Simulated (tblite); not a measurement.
# C3H10Ge2O2: the cost of one run

Programs: tblite 0.8.0 and PySCF 2.14.0, with density-fitted response routines of our own. Each step states its level of theory. These are calculated values for one molecule in the gas phase, unless marked as measured. Atoms are numbered from 0 throughout.

### Step 1. The molecule as given

17 atoms, charge 0, multiplicity 1; geometry from: force field or distance geometry start.

Bonds of the start (Å): C0–O1 1.44, O1–C2 1.37, C2–O3 1.28, C2–Ge4 1.93, Ge4–C5 1.95, C5–Ge6 1.96, C0–H7 1.12, C0–H8 1.11, C0–H9 1.10, Ge4–H10 1.54, Ge4–H11 1.55, C5–H12 1.12, C5–H13 1.10, Ge6–H14 1.54, Ge6–H15 1.57, Ge6–H16 1.54.

### Step 2. Geometry optimisation with GFN2-xTB

Job settings and geometry (Å):

```
{"job": {"kind": "relax", "xc": "GFN2-xTB", "basis": "xTB"}, "charge": 0, "multiplicity": 1}
C      3.273300     0.392600     0.207400
O      2.231200    -0.594100     0.201200
C      0.930100    -0.158700     0.227700
O      0.667500     1.090800     0.225100
Ge    -0.461900    -1.494500     0.235200
C     -2.092600    -0.591900     0.806100
Ge    -2.286600     1.084100    -0.185700
H      2.867400     1.277900     0.762000
H      4.143700    -0.011800     0.771800
H      3.552800     0.656000    -0.828700
H     -0.118600    -2.679400     1.158300
H     -0.658200    -1.929300    -1.235100
H     -1.947700    -0.375900     1.896200
H     -2.932900    -1.285800     0.654400
H     -1.476000     1.101200    -1.498600
H     -3.802300     1.279000    -0.545000
H     -1.896100     2.251800     0.735400
```

Run with:

```sh
> OMP_NUM_THREADS=1 python probes_run.py task.json out
```

This one command runs all jobs of the session in turn.

**Question.** How long does this first job take on 1 thread of Arm Neoverse N1, shared host?

About 1.2 s.
